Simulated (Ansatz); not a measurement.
YbH3:

```
Yb H
1.0
     0.00000    2.60497    2.60497
     2.60497    0.00000    2.60497
     2.60497    2.60497    0.00000
Yb H
1 3
Direct
  0.00000 0.00000 0.00000
  0.50000 0.50000 0.50000
  0.25000 0.25000 0.25000
  0.75000 0.75000 0.75000
```

The cell comes from a database or a generator and needn't be the stable form of this composition.

Base run:

```yaml
Program: Ansatz 0.2.0
Functional: PBE
Potentials_or_basis: Ansatz PAW
Cutoff: "420 eV (not typed: the program's choice for these potentials)"
k_mesh: 9 × 9 × 9
Occupations: fermi-dirac, width 0.05 eV
Spin: collinear spin, ferromagnetic start
Starting_moments: "[1.0, 0.0, 0.0, 0.0] μB"
Hubbard_terms: Yb f U = 2 eV
```

Its results: band gap on the k mesh none (metal or under the smearing width); pressure -4.3 GPa; net moment 0.33 μB per cell; site moments Yb +0.31; H -0.00, +0.00 μB.

Question: The run is repeated on the same cell with these changes: hubbard terms from Yb f U = 2 eV to none; hubbard projectors from ortho-atomic (the default) to none. What comes out?

Answer: Band gap on the k mesh none (metal or under the smearing width); pressure -5.4 GPa; net moment 0.17 μB per cell; site moments Yb +0.16; H +0.00 μB.

Caveats: spin-orbit coupling is left out, which moves the levels of the heavy elements; the magnetic or orbital state may not be the lowest (some runs); without U or exact exchange the open f shell lies at the Fermi level, which spoils levels, moments and volumes (some runs).
